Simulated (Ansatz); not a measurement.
## CH₅ClFNSi, SMILES CN[SiH](F)Cl: a rigid torsion scan, step by step

Program: Ansatz 0.2.0, Python API.

Notebook, run cell by cell (the value of a cell's last expression is shown):

In [1]:
```python
import ansatz as az
from ase import Atoms
```

In [2]:
```python
atoms = Atoms(["C", "N", "Si", "F", "Cl", "H", "H", "H", "H", "H"], positions=[
    (-1.0893, 0.2622, -0.7854),
    (-0.3975, 0.31, 0.4485),
    (0.9801, -0.5887, 0.7293),
    (1.5464, -0.2436, 2.2332),
    (2.4738, -0.023, -0.5814),
    (-2.0367, 0.9394, -0.6921),
    (-0.5214, 0.7195, -1.6205),
    (-1.4276, -0.6861, -1.0717),
    (-0.1768, 1.2896, 0.7492),
    (0.7323, -2.0305, 0.5938),
])
```

In [3]:
```python
# start the scan from a relaxed geometry
first = (
    az.Crystal.molecule_from_ase(atoms).calculation()
    .basis(gaussian="def2-SVP")
    .functional("r2scan", dispersion="d4")
    .relax(force_tolerance=0.02, max_steps=80)
)
atoms.positions = first.run(threads=1).report["positions_ang"]
```

In [4]:
```python
start = atoms.get_dihedral(2, 1, 0, 5)
energies = {}
for turn in range(0, 121, 20):
    turned = atoms.copy()
    turned.set_dihedral(2, 1, 0, 5, start + turn, indices=[0, 5, 6, 7])
    calculation = (
        az.Crystal.molecule_from_ase(turned).calculation()
        .basis(gaussian="def2-SVP")
        .functional("r2scan", dispersion="d4")
    )
    energies[round((start + turn) % 360)] = calculation.run(threads=1).report["free_energy_ev"]
floor = min(energies.values())
print("dihedral Si2-N1-C0-H5 (deg)   E - E(min) (kJ/mol)")
for angle, e in sorted(energies.items()):
    print(f"{angle:8d} {96.485332 * (e - floor):14.3f}  " + "#" * int(30 * (e - floor) / max(max(energies.values()) - floor, 1e-9)))
```
```text
dihedral Si2-N1-C0-H5 (deg)   E - E(min) (kJ/mol)
     144          0.000
     164          1.750  #######
     184          5.309  #####################
     204          7.354  ##############################
     224          6.270  #########################
     244          3.419  #############
     264          1.871  #######
```

The scan is rigid and the energies are electronic, in a modest basis. With rigid groups the curve can differ much from the relaxed path, the start wasn't checked as a minimum of this torsion, and equivalent turns needn't return to the same energy. Wall time of the script: 2.3 min on 1 thread of Arm Neoverse V2, on a shared host, peak memory 0.27 GiB.
